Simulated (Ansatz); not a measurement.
From input file to script: CH₆BClOSi, SMILES CB[SiH](O)Cl in Ansatz 0.2.0.

```yaml
crystal:
  periodic: [false, false, false]
  atoms:
    - { symbol: C, position_ang: [-1.2212, 0.4599, -0.8935] }
    - { symbol: B, position_ang: [-0.0903, -0.5509, -0.7937] }
    - { symbol: Si, position_ang: [1.1865, -0.4268, 0.6272] }
    - { symbol: O, position_ang: [0.5024, -0.564, 2.1541] }
    - { symbol: Cl, position_ang: [2.2058, 1.4099, 0.5171] }
    - { symbol: H, position_ang: [-1.2012, 1.0468, -1.8808] }
    - { symbol: H, position_ang: [-2.2145, -0.0246, -0.8385] }
    - { symbol: H, position_ang: [-1.1675, 1.2654, -0.0905] }
    - { symbol: H, position_ang: [0.0093, -1.3963, -1.5494] }
    - { symbol: H, position_ang: [2.202, -1.5129, 0.5191] }
    - { symbol: H, position_ang: [-0.146, 0.2364, 2.2494] }
basis:
  gaussian:
    orbitals: "6-31G*"
hamiltonian:
  xc:
    name: SVWN5
```

The script, `energy_ch6bclosi.py`:
```python
'''Electronic structure of the CH6BClOSi molecule.'''

import ansatz as az
from ase import Atoms

atoms = Atoms(['C', 'B', 'Si', 'O', 'Cl', 'H', 'H', 'H', 'H', 'H', 'H'], positions=[
    [-1.2212, 0.4599, -0.8935],
    [-0.0903, -0.5509, -0.7937],
    [1.1865, -0.4268, 0.6272],
    [0.5024, -0.564, 2.1541],
    [2.2058, 1.4099, 0.5171],
    [-1.2012, 1.0468, -1.8808],
    [-2.2145, -0.0246, -0.8385],
    [-1.1675, 1.2654, -0.0905],
    [0.0093, -1.3963, -1.5494],
    [2.202, -1.5129, 0.5191],
    [-0.146, 0.2364, 2.2494],
])
geometry = az.Crystal.molecule_from_ase(atoms)

job = geometry.calculation().basis(gaussian='6-31G*').functional(az.LibraryFunctional('SVWN5'))
report = job.session().plan(threads=1).execute().report

print(f'E = {report["free_energy_ev"]:.6f} eV = {report["free_energy_ev"] / 27.211386246:.7f} Ha')
print('converged:', report['converged'], ' doubts:', report['published_state_doubts'] or 'none')

field = report['mean_field']
print('<S^2> =', round(abs(field['state']['spin_squared']), 4), ' all-electron relativity setting:', field['relativity'])
print('passes:', field['passes'])
if 'symmetry' in field:
    print('occupied orbitals by irrep:', field['symmetry']['occupied'])
```

Output of `python energy_ch6bclosi.py`:
```text
E = -24153.766819 eV = -887.6345586 Ha
converged: True  doubts: none
<S^2> = 0.0  all-electron relativity setting: none
passes: {'evaluations': 16, 'products': 10}
occupied orbitals by irrep: [{'A': 28}, {'A': 28}]
```

Notes:
- Total energies depend on the basis set; only differences at equal settings carry meaning.
- The geometry is a force-field or estimated start, not a minimum of this method, and the basis set is short of its limit.
- It ran for 1.7 s on 1 thread of Arm Neoverse V2, on a shared host, peak memory 0.2 GiB.

(Lines on the test bed's own set-up are left out of the output.)
